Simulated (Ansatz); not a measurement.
I need a comparison of dispersion corrections of C4H9Al, SMILES C[CH]1[CH2][Al]1[CH3]. Use the Python package of Ansatz (0.2.0). Level of theory (for the species named): PBE0, def2-SVP basis, multiplicity 1, D3BJ dispersion.

```yaml
atoms:
  - { symbol: C, position_ang: [-1.2703, 0.6619, 1.2752] }
  - { symbol: C, position_ang: [0.1801, 0.7322, 0.9974] }
  - { symbol: C, position_ang: [0.8587, -0.5991, 1.2104] }
  - { symbol: Al, position_ang: [0.8570, -0.0923, -0.7059] }
  - { symbol: C, position_ang: [0.4418, -0.5983, -2.6185] }
  - { symbol: H, position_ang: [-1.5002, 0.7742, 2.3559] }
  - { symbol: H, position_ang: [-1.7637, 1.5904, 0.7856] }
  - { symbol: H, position_ang: [-1.7567, -0.1974, 0.8571] }
  - { symbol: H, position_ang: [0.7453, 1.6331, 1.4229] }
  - { symbol: H, position_ang: [0.2409, -1.4364, 1.5746] }
  - { symbol: H, position_ang: [1.8824, -0.4989, 1.7140] }
  - { symbol: H, position_ang: [0.3552, -1.6843, -2.6687] }
  - { symbol: H, position_ang: [1.2384, -0.2227, -3.2454] }
  - { symbol: H, position_ang: [-0.5218, -0.0918, -2.9257] }
```

Script `c4h9al.py`:
```python
'''Size of D3 and D4 in C4H9Al.'''

import ansatz as az

BASIS_SET = 'def2-SVP'


def main() -> None:
    system = (
        az.Crystal.molecule()
        .atom('C', (-1.2703, 0.6619, 1.2752))
        .atom('C', (0.1801, 0.7322, 0.9974))
        .atom('C', (0.8587, -0.5991, 1.2104))
        .atom('Al', (0.857, -0.0923, -0.7059))
        .atom('C', (0.4418, -0.5983, -2.6185))
        .atom('H', (-1.5002, 0.7742, 2.3559))
        .atom('H', (-1.7637, 1.5904, 0.7856))
        .atom('H', (-1.7567, -0.1974, 0.8571))
        .atom('H', (0.7453, 1.6331, 1.4229))
        .atom('H', (0.2409, -1.4364, 1.5746))
        .atom('H', (1.8824, -0.4989, 1.714))
        .atom('H', (0.3552, -1.6843, -2.6687))
        .atom('H', (1.2384, -0.2227, -3.2454))
        .atom('H', (-0.5218, -0.0918, -2.9257))
    )

    calc = system.calculation().basis(gaussian=BASIS_SET)
    for name in ['pbe0', 'pbe']:
        for correction in ('d3bj', 'd4'):
            report = calc.functional(name, dispersion=correction).run().report
            print(f'{name:8s} {correction:5s} total {report["free_energy_ev"]:.5f} eV, of which dispersion {1000 * report["dispersion"]["energy"]["ev"]:.2f} meV')


if __name__ == '__main__':
    main()
```

```console
$ python c4h9al.py
pbe0     d3bj  total -10876.39609 eV, of which dispersion -230.47 meV
pbe0     d4    total -10876.37906 eV, of which dispersion -213.44 meV
pbe      d3bj  total -10874.95011 eV, of which dispersion -263.37 meV
pbe      d4    total -10874.93926 eV, of which dispersion -252.52 meV
```

What to keep in mind:
- Total energies depend on the basis set; only differences at equal settings carry meaning.
- The geometry is a force-field or estimated start, not a minimum of this method, and the basis set is short of its limit. D4 holds the three-body term, and d3bj doesn't.
- Hardware and time: 14 s on 1 thread of Arm Neoverse V2, on a shared host, peak memory 0.28 GiB.
